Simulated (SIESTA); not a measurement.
Ir in SIESTA: convergence with EnergyShift

Input of the first run (EnergyShift 0.05); the others differ in this setting and in those tied to it:

Ir.fdf

```
SystemName                      Ir
SystemLabel                     Ir
NumberOfSpecies                 1
NumberOfAtoms                   5
%block ChemicalSpeciesLabel
  1  77 Ir
%endblock ChemicalSpeciesLabel

LatticeConstant                 1.0 Ang
%block LatticeVectors
     2.7148657757     0.0000000000     0.0000000000
    -1.3574328878     2.3511427296     0.0000000000
     0.0000000000     0.0000000000    23.8667144941
%endblock LatticeVectors
AtomicCoordinatesFormat         Fractional
%block AtomicCoordinatesAndAtomicSpecies
     0.6666666667     0.3333333333     0.3142451803  1  Ir
     0.3333333333     0.6666666667     0.4071225902  1  Ir
     0.0000000000     0.0000000000     0.5000000000  1  Ir
     0.6666666667     0.3333333333     0.5928774098  1  Ir
     0.3333333333     0.6666666667     0.6857548197  1  Ir
%endblock AtomicCoordinatesAndAtomicSpecies

%block kgrid.MonkhorstPack
    8   0   0  0.0
    0   8   0  0.0
    0   0   1  0.0
%endblock kgrid.MonkhorstPack
XC.Functional                   GGA
XC.Authors                      PBEsol
PAO.BasisSize                   DZP
PAO.EnergyShift                 0.05 Ry
Mesh.Cutoff                     800 Ry
OccupationFunction              FD
ElectronicTemperature           0.05 eV
Slab.DipoleCorrection           vacuum
MaxSCFIterations                120
SCF.MustConverge                false
SCF.Mixer.Method                Pulay
SCF.Mixer.Weight                0.25
SCF.Mixer.History               8
SCF.DM.Tolerance                5.0e-05
SCF.H.Tolerance                 1.0e-03 eV
WriteForces                     true
Charge.Mulliken                 end
%block PAO.Basis
  Ir 5
  n=5 0 2
    2.226 0.000
  n=6 0 2
    4.820 0.000
  n=5 1 2
    2.578 0.000
  n=6 1 1
    4.820
  n=5 2 2
    3.820 0.000
%endblock PAO.Basis
```

Potentials or basis: PseudoDojo 0.4 standard (PBE files), DZP (energy shift 0.05 Ry; two zetas on semicore shells).

Launch:

```sh
$ siesta Ir.fdf > Ir.out 2>&1
```

The slab is cut from a database's or a generator's crystal, which needn't be the stable form of the element.

Hardware: 1 thread of Arm Neoverse V2, on a shared host.

| EnergyShift | energy less the tightest run, at zero smearing (meV/atom) | largest force (eV/Å) | SCF cycles | CPU time (s) | peak memory (GiB) |
| --- | --- | --- | --- | --- | --- |
| 0.05 | 4980.74 | 2.430 | 16 | 31 | 0.31 |
| 0.03 | 2539.88 | 1.223 | 19 | 44 | 0.34 |
| 0.02 | 1546.57 | 0.512 | 16 | 45 | 0.37 |
| 0.01 | 716.44 | 0.184 | 16 | 58 | 0.41 |
| 0.005 | 312.03 | 0.124 | 17 | 80 | 0.46 |
| 0.003 | 161.58 | 0.054 | 18 | 100 | 0.51 |
| 0.002 | 88.69 | 0.049 | 18 | 120 | 0.55 |
| 0.001 | 0.00 | 0.149 | 17 | 150 | 0.61 |

Not settled before the last step: the energy (to 1 meV/atom), the largest force (to 0.005 eV/Å). The tightest run that finished is the yardstick and may itself not be fully converged.

Caveat, for the tightest run too: the potentials were made for another functional, which shifts forces and pressure. The run has no spin-orbit coupling, so splittings on Ir are missing.
